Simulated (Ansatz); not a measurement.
# CH4Te2, SMILES C[Te][TeH]: vertical energies of changing the electron count

Program: the Python package of Ansatz (0.2.0).

The cells in order, each with its output:

**Cell 1**
```python
import ansatz as az
```

**Cell 2**
```python
def energy_of(molecule, charge=0, unpaired=0):
    calc = molecule.calculation().basis(gaussian='def2-SVPD').functional('pbe')
    if charge:
        calc = calc.charge(charge)
    if unpaired:
        calc = calc.spin('collinear', total=unpaired)
    return calc.run(threads=1).report['free_energy_ev']
```

**Cell 3**
```python
geometry_ang = [
    ('C', (-1.0026, 0.3339, -0.1718)),
    ('Te', (-0.0492, -0.3121, 1.5775)),
    ('Te', (1.8556, -1.5311, 0.0)),
    ('H', (-0.2938, 1.0372, -0.7744)),
    ('H', (-1.9485, 0.9519, 0.0899)),
    ('H', (-1.3567, -0.4758, -0.8011)),
    ('H', (2.8564, -0.0721, 0.0342)),
]
ch4te2 = az.Crystal.molecule()
for symbol, xyz in geometry_ang:
    ch4te2 = ch4te2.atom(symbol, xyz)
```

**Cell 4**
```python
# delta-SCF style differences, no relaxation
parent = energy_of(ch4te2, 0, 0)
cation = energy_of(ch4te2, 1, 1)
print(f'E(N)   = {parent:.5f} eV')
print(f'E(N-1) = {cation:.5f} eV  (1 unpaired)')
print(f'vertical ionisation energy {cation - parent:.3f} eV')
```
Output:
```text
E(N)   = -15685.97779 eV
E(N-1) = -15678.04061 eV  (1 unpaired)
vertical ionisation energy 7.937 eV
```

At this unrelaxed geometry removing an electron costs 7.94 eV.

What to keep in mind:
- Total energies depend on the basis set; only differences at equal settings carry meaning.
- The geometry is a force-field or estimated start, not a minimum of this method, and the basis set is short of its limit. All parts are taken at fixed geometry, without zero-point energy. At an unrelaxed start these energies can be a whole eV from those at the minimum, and a small affinity can change sign.
- def2 sets replace the cores of elements past krypton by effective core potentials.
- Finished in 23 s on 1 thread of Arm Neoverse V1, with other jobs on the host, peak memory 0.35 GiB.

(Lines on the test bed's own set-up are left out of the output.)
